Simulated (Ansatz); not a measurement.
# C₃H₉Bi: up Jacob's ladder to CCSD(T)

One table from this session's results is given with a row withheld; the runs are named, their logs left out.

The runs use Ansatz 0.2.0, Gaussian basis; functionals in def2-TZVPP, the program's frozen cores in correlated methods.

The runs, in order: LDA (SPW92), PBE-D4, revPBE-D4, BLYP-D4, r2SCAN-D4, B97M-V, PBE0-D4, B3LYP-D4, r2SCANh-D4, r2SCAN0-D4, HSE06-D4, BHLYP-D4, CAM-B3LYP-D4, LC-ωPBE, ωB97X-V, ωB97M-V, B2PLYP, PBE-QIDH; CCSD(T)/def2-SVP; CCSD(T)/def2-TZVPP; MP2/def2-QZVPP; extrapolation to the limit; RPA on PBE.

### The geometry

The geometry comes from an earlier relaxation with PBE0-D4 in a triple-zeta def2 set; it is a stationary point, not always the lowest conformer. Bi takes the def2 core potential; no spin-orbit term is included.

13 atoms, charge 0, spin multiplicity 1.

Atoms are counted from 1 here; the program's logs count them from 0.

Bond lengths: C1–Bi2 2.253 Å, C1–H5 1.090 Å, C1–H6 1.090 Å, C1–H7 1.090 Å, Bi2–C3 2.253 Å, Bi2–C4 2.253 Å, C3–H8 1.090 Å, C3–H9 1.090 Å, C3–H10 1.090 Å, C4–H11 1.090 Å, C4–H12 1.090 Å, C4–H13 1.090 Å. Angles: Bi2–C1–H5 109.4°, Bi2–C1–H6 109.2°, Bi2–C1–H7 109.4°, H5–C1–H6 109.7°, H5–C1–H7 109.3°, H6–C1–H7 109.7°, C1–Bi2–C3 93.1°, C1–Bi2–C4 93.1°, C3–Bi2–C4 93.1°, Bi2–C3–H8 109.2°, Bi2–C3–H9 109.4°, Bi2–C3–H10 109.4°, H8–C3–H9 109.7°, H8–C3–H10 109.7°, H9–C3–H10 109.3°, Bi2–C4–H11 109.4°, Bi2–C4–H12 109.4°, Bi2–C4–H13 109.2° and more.

The first run:

Input file in.yaml:

```yaml
crystal:
  periodic: [false, false, false]
  atoms:
    - {symbol: C, position_ang: [-1.117420, 1.499190, -0.251814]}
    - {symbol: Bi, position_ang: [0.654468, 0.344902, -1.030132]}
    - {symbol: C, position_ang: [1.590009, 0.163445, 1.011825]}
    - {symbol: C, position_ang: [-0.404199, -1.636761, -0.857032]}
    - {symbol: H, position_ang: [-0.808880, 2.515618, -0.006092]}
    - {symbol: H, position_ang: [-1.502589, 1.005465, 0.640152]}
    - {symbol: H, position_ang: [-1.892669, 1.533540, -1.017664]}
    - {symbol: H, position_ang: [0.829456, -0.147708, 1.727694]}
    - {symbol: H, position_ang: [2.002866, 1.127849, 1.308779]}
    - {symbol: H, position_ang: [2.390336, -0.576258, 0.979764]}
    - {symbol: H, position_ang: [0.319782, -2.445247, -0.961499]}
    - {symbol: H, position_ang: [-1.151805, -1.718793, -1.646381]}
    - {symbol: H, position_ang: [-0.888756, -1.699942, 0.117101]}
basis:
  gaussian: {orbitals: def2-TZVPP}
hamiltonian: {xc: lda}
output: {orbitals: {seedname: orbitals}}
```

The run is started by

```bash
ansatz run in.yaml --threads 4 --pin off --events-out ev --progress --plain --max-ram 10444MiB
```

Steps of the session up to this table: LDA; PBE-D4 (GGA); revPBE-D4 (GGA); BLYP-D4 (GGA); r2SCAN-D4 (meta-GGA); B97M-V (meta-GGA); PBE0-D4 (hybrid); B3LYP-D4 (hybrid); r2SCANh-D4 (hybrid); r2SCAN0-D4 (hybrid); HSE06-D4 (hybrid); BHLYP-D4 (hybrid); CAM-B3LYP-D4 (range-separated); LC-ωPBE (range-separated); ωB97X-V (range-separated); ωB97M-V (range-separated); B2PLYP (double hybrid); PBE-QIDH (double hybrid).

One of the session's tables, all rows but one given; the rest of the session is left out.

It belongs to the step «Frontier levels by functional». 

| functional | HOMO (eV) | LUMO (eV) | gap (eV) |
| --- | --- | --- | --- |
| LDA (SPW92) | -5.77 | -0.69 | 5.08 |
| PBE-D4 | -5.59 | -0.52 | 5.08 |
| revPBE-D4 | -5.53 | -0.43 | 5.10 |
| BLYP-D4 | -5.47 | -0.48 | 4.99 |
| r2SCAN-D4 | -5.80 | -0.18 | 5.63 |
| B97M-V | -5.73 | -0.46 | 5.27 |
| PBE0-D4 | -6.56 | 0.20 | 6.76 |
| B3LYP-D4 | -6.40 | -0.07 | 6.33 |
| r2SCANh-D4 | -6.16 | 0.06 | 6.23 |
| r2SCAN0-D4 | -6.71 | 0.41 | 7.12 |
| HSE06-D4 | -6.18 | -0.16 | 6.02 |
| BHLYP-D4 | -7.43 | 0.83 | 8.26 |
| CAM-B3LYP-D4 | ? | ? | ? |
| LC-ωPBE | -8.98 | 2.11 | 11.09 |
| ωB97X-V | -8.68 | 1.94 | 10.62 |
| ωB97M-V | -8.61 | 1.63 | 10.24 |

Q: Estimate the row for CAM-B3LYP-D4 from the others.

**Answer.** HOMO (eV): -7.78; LUMO (eV): 0.99; gap (eV): 8.77. In the column «HOMO (eV)» it lies between ωB97M-V (-8.61) and BHLYP-D4 (-7.43).
